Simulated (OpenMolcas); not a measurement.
# W⁵⁺ among point charges: CASSCF and CASPT2 levels and susceptibility

How does a field of 6 point charges split the states of W⁵⁺, and what χT follows?

Program: OpenMolcas 26.06. Level of theory: state-averaged CASSCF and CASPT2, spin-orbit coupling by RASSI with atomic mean-field integrals. These are calculated values, not measurements, unless marked.

## Step 1: The atom as given

- Species: W⁵⁺ (tungsten, Z = 74, 69 electrons)
- Basis: ANO-RCC-VDZP [7s6p4d2f1g], 68 functions
- Scalar Hamiltonian: DKH2, point nucleus
- Inactive shells: 1s 2s 2p 3s 3p 3d 4s 4p 4d 4f 5s 5p
- Active space: 1 electron in 5 orbitals (5d)
- Some configurations of this space: 5d
- Orbitals: optimised for each spin and parity, averaged over all roots

The outer shells:

5d
```
5d [↑ ][  ][  ][  ][  ]
```

The ion sits among 6 point charges of -1.7 e arranged as a tetragonal octahedron (D4h), 1.95 Å from the ion, with the axial distance 1.970 Å.

The work runs as a chain of OpenMolcas steps in one folder; each step below is one input file. Labels, J, g values, rates, χT and fits are worked out afterwards by a script from the matrices that RASSI stores. The input lists half of the charges; inversion (Group=XYZ) makes the rest.

## Step 2: Basis and integrals

a.inp reads:

```
&GATEWAY
Coord
1

W 0.0 0.0 0.0
Basis=ANO-RCC-VDZP
Group=XYZ
NoMove
AngMom=0.0 0.0 0.0
AMFI
XField
3 Angstrom 0
1.950000 0.000000 0.000000 -1.700000
0.000000 1.950000 0.000000 -1.700000
0.000000 0.000000 1.969500 -1.700000
&SEWARD
```

## Step 3: CASSCF: doublets of even parity, 5 roots

a.inp reads:

```
&RASSCF
FileOrb=start.orb
Symmetry=1
Spin=2
nActEl=1 0 0
Inactive=15 19
Ras2=5 0
CIRoot=5 5 1
SDav=5
CIMx=300
Iter=120 100
PrWF=0.3
OrbListing=Nothing
MaxOrb=0
>>> COPY $Project.JobIph JOB001
```

start.orb holds the contracted functions of the basis, ordered by shell, or the orbitals of the step before.

## Step 4: State interaction with spin-orbit coupling

a.inp reads:

```
&RASSI
NrOfJobIphs=1 5
1 2 3 4 5
IphNames
JOB001
EJob
SpinOrbit
DIPRint=1.0
SOCoupling=1000.0
Subsets=2
Property=9
'ANGMOM' 1 'ANGMOM' 2 'ANGMOM' 3 'MLTPL  1' 1 'MLTPL  1' 2 'MLTPL  1' 3
'AMFI' 1 'AMFI' 2 'AMFI' 3
SOProperty=3
'ANGMOM' 1 'ANGMOM' 2 'ANGMOM' 3
```

## Step 5: CASPT2: IPEA 0.25, imaginary shift 0.1 (closed shells correlated: 4f 5s 5p)

a.inp reads:

```
>>> COPY JOB001 $Project.JobIph
&CASPT2
Multistate=5 1 2 3 4 5
NoMult
Frozen=14 9
IPEA=0.25
Imaginary=0.1
MaxIter=60
WThr=0.0 0.3 0.05
PrWF=0.5
NoMix
```

(Steps that only read results are left out.)

Q: Predict the outcome of this session. Wanted: spin-free ground state; first state of the same spin within the active space; lowest level; next level.

As calculated:

```
                                            quantity                                                                           value
                                              method  SS-CASPT2, IPEA 0.25, imaginary shift 0.1 (closed shells correlated: 4f 5s 5p)
                              spin-free ground state                                                  2E, 2-fold in its orbital part
first state of the same spin within the active space                                                                 2B2 at 352 cm⁻¹
                                        lowest level                                               2-fold E1/2, g = 0.18, 1.21, 1.21
                                          next level                                                                      274.7 cm⁻¹
                                         χT at 300 K                                                                  0.14 cm³ K/mol
                           effective moment at 300 K                                                                         1.06 μB
```

Cost by method:

```csv
method,time of its own steps,time with the reference
A. CASSCF,1.6 s,1.6 s
"B. SS-CASPT2, IPEA 0.25, imaginary shift 0.1, +4f 5s 5p",0.77 s,2.4 s
```

Times are of one thread on a shared host.

The spin-free ground state (2E) comes to 100 % from free-ion D terms and keeps the highest spin of the shell. χT at 300 K is 0.14, against 0.38 cm³ K/mol for the spin alone, so orbital moment lowers it. The field of point charges can differ much from that of real complexes. Point charges carry no covalency, so the field is a model and not that of real ligands.
